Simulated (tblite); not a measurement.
# C14H28LiO7: the cost of one run

Computed with tblite 0.8.0 and PySCF 2.14.0 and routines of our own; the level stands in each step. Atoms count from 0.

## 1. The system as given

50 atoms, charge 1, multiplicity 1; geometry from: force field, distance geometry or constructed start.

## 2. Geometry optimisation with GFN2-xTB

Job settings and geometry (Å):

```
{"job": {"kind": "relax", "xc": "GFN2-xTB", "basis": "xTB"}, "charge": 1, "multiplicity": 1}
C     -2.805800    -3.389100    -0.991100
C     -1.399400    -3.958800    -0.941500
O     -0.602800    -3.187000    -0.021000
C      0.704100    -3.733200     0.130800
C      1.495700    -2.904900     1.148200
O      2.173800    -1.834900     0.474000
C      2.793000    -0.943500     1.412300
C      3.684100     0.069100     0.691500
O      2.872900     1.012600    -0.008400
C      3.640100     2.101500    -0.523600
C      2.753500     3.015600    -1.377000
O      1.890100     3.863500    -0.604800
C      0.885600     3.139100     0.110100
C     -0.272800     4.066200     0.453700
O     -1.313200     3.371600     1.150500
C     -2.180500     2.656800     0.271700
C     -2.978400     1.624900     1.058100
O     -3.690800     0.733000     0.188700
C     -2.880500    -0.362200    -0.232800
C     -3.626400    -1.166400    -1.294500
O     -2.823400    -2.217100    -1.816400
Li    -0.233900     0.205700     0.305900
H     -3.484400    -4.108400    -1.444600
H     -3.171600    -3.173700     0.022000
H     -1.440400    -4.991400    -0.570400
H     -0.933700    -3.936700    -1.922000
H      0.599300    -4.754500     0.524300
H      1.210200    -3.762100    -0.833200
H      0.831000    -2.496100     1.911900
H      2.258100    -3.536200     1.619300
H      2.009700    -0.425200     1.972900
H      3.408900    -1.526700     2.108400
H      4.326300    -0.442700    -0.034700
H      4.298900     0.592000     1.430900
H      4.448400     1.700600    -1.153700
H      4.072400     2.666300     0.308800
H      3.397100     3.687500    -1.959100
H      2.152300     2.440700    -2.085900
H      1.314900     2.731400     1.030800
H      0.526200     2.298700    -0.493400
H      0.088600     4.858600     1.121700
H     -0.666300     4.561200    -0.431900
H     -1.609700     2.167900    -0.536800
H     -2.858200     3.365500    -0.218600
H     -3.720200     2.145800     1.680000
H     -2.339400     1.064200     1.745500
H     -2.644800    -0.993800     0.629700
H     -1.928700    -0.013100    -0.649800
H     -4.581700    -1.551400    -0.916200
H     -3.878000    -0.502800    -2.130300
```

Launch:

```bash
OMP_NUM_THREADS=2 python large_run.py task.json out
```

One launch serves the whole session: the jobs run in the order shown.

Q: Estimate the wall time and peak memory of this first job on 2 threads of Arm Neoverse N1, shared host.

About 8.7 s, with a peak of 0.19 GiB.
